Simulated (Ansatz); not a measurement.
# C2H3AlFN: a ladder of functionals and wavefunction methods

How much do the methods differ for C2H3AlFN? The plan is to run it at one geometry with functionals of several rungs and with coupled cluster, and see how far each lands from CCSD(T) at the basis-set limit for the atomisation energy.

The runs use Ansatz 0.2.0, Gaussian basis; functionals in def2-TZVPP, the program's frozen cores in correlated methods.

The runs, in order: LDA (SPW92), PBE-D4, revPBE-D4, BLYP-D4, r2SCAN-D4, B97M-V, PBE0-D4, B3LYP-D4, r2SCANh-D4, r2SCAN0-D4, HSE06-D4, BHLYP-D4, CAM-B3LYP-D4, LC-ωPBE, ωB97X-V, ωB97M-V, B2PLYP, PBE-QIDH; CCSD(T)/def2-SVP; CCSD(T)/def2-TZVPP; MP2/def2-QZVPP; extrapolation to the limit; RPA on PBE.

## 1. The relaxed structure

All runs share one geometry, relaxed beforehand with PBE0-D4 in a triple-zeta def2 set.

SMILES `[CH3][Al]([F])[C]#N`, 8 atoms, charge 0, spin multiplicity 1.

Atoms are counted from 1 here; the program's logs count them from 0.

Bond lengths: C1–Al2 1.922 Å, C1–H6 1.094 Å, C1–H7 1.094 Å, C1–H8 1.092 Å, Al2–F3 1.642 Å, Al2–C4 1.932 Å, C4–N5 1.153 Å. Angles: Al2–C1–H6 110.8°, Al2–C1–H7 110.8°, Al2–C1–H8 111.7°, H6–C1–H7 106.8°, H6–C1–H8 108.2°, H7–C1–H8 108.2°, C1–Al2–F3 122.9°, C1–Al2–C4 123.0°, F3–Al2–C4 114.1°, Al2–C4–N5 177.1°.

## 2. LDA

This LDA is Slater exchange with PW92 correlation.

in.yaml

```yaml
crystal:
  periodic: [false, false, false]
  atoms:
    - {symbol: C, position_ang: [-0.796207, -0.780246, 0.685806]}
    - {symbol: Al, position_ang: [0.733690, 0.022203, -0.157103]}
    - {symbol: F, position_ang: [2.249448, -0.595540, -0.030227]}
    - {symbol: C, position_ang: [0.623884, 1.626018, -1.228296]}
    - {symbol: N, position_ang: [0.500004, 2.584860, -1.857392]}
    - {symbol: H, position_ang: [-0.942012, -1.805210, 0.332646]}
    - {symbol: H, position_ang: [-0.659193, -0.835529, 1.769607]}
    - {symbol: H, position_ang: [-1.709626, -0.216546, 0.484958]}
basis:
  gaussian: {orbitals: def2-TZVPP}
hamiltonian: {xc: lda}
output: {orbitals: {seedname: orbitals}}
```

After this run come: PBE-D4 (GGA); revPBE-D4 (GGA); BLYP-D4 (GGA); r2SCAN-D4 (meta-GGA); B97M-V (meta-GGA); PBE0-D4 (hybrid); B3LYP-D4 (hybrid); r2SCANh-D4 (hybrid); r2SCAN0-D4 (hybrid); HSE06-D4 (hybrid); BHLYP-D4 (hybrid); CAM-B3LYP-D4 (range-separated); LC-ωPBE-D4 (range-separated); ωB97X-V (range-separated); ωB97M-V (range-separated); B2PLYP (double hybrid); PBE-QIDH (double hybrid); CCSD(T) in def2-SVP; CCSD(T) in def2-TZVPP; MP2 in def2-QZVPP; RPA on PBE orbitals.

Q: Predict the results of all the runs planned. Wanted: atomisation energy, CCSD(T)/CBS; farthest beyond LDA; mean size of error, GGA; mean size of error, meta-GGA; mean size of error, hybrid; mean size of error, range-separated; mean size of error, double hybrid; gap, smallest and largest; T1 diagnostic.

The runs gave:

| quantity | value |
| --- | --- |
| atomisation energy, CCSD(T)/CBS | 3383.2 kJ/mol |
| functionals within 16.9 kJ/mol (0.5 %) | BLYP-D4, r2SCAN-D4, B97M-V, PBE0-D4, B3LYP-D4, HSE06-D4, CAM-B3LYP-D4, LC-ωPBE, ωB97X-V, ωB97M-V |
| farthest beyond LDA | BHLYP-D4 (-140.3 kJ/mol) |
| mean size of error, GGA | 36.5 kJ/mol |
| mean size of error, meta-GGA | 4.1 kJ/mol |
| mean size of error, hybrid | 51.4 kJ/mol |
| mean size of error, range-separated | 5.0 kJ/mol |
| mean size of error, double hybrid | 28.1 kJ/mol |
| gap, smallest and largest | 5.24 eV (LDA (SPW92)), 12.61 eV (LC-ωPBE) |
| T1 diagnostic | 0.0129 |
| triples share of the correlation energy | 4.0 % |

In words: LDA overbinds by 453.3 kJ/mol (13 %). PBE-D4 is off by +77.3 kJ/mol. Double hybrids carry the basis error of their MP2 part in triple zeta, and no dispersion term here, so their miss is partly the set-up's. The rungs meta-GGA, range-separated miss on average by less than the doubt on the reference (16.9 kJ/mol), so they tie. Misses under about 16.9 kJ/mol are within the doubt on the reference itself, which lacks core-valence correlation, relativity and higher excitations. Hartree-Fock recovers 72 % of the binding; the rest is correlation. CCSD(T) in def2-SVP is off by -185.2 kJ/mol, which most functionals beat. The gap grows from 5.2 to 12.6 eV across the functionals, mostly with the share of exact exchange.
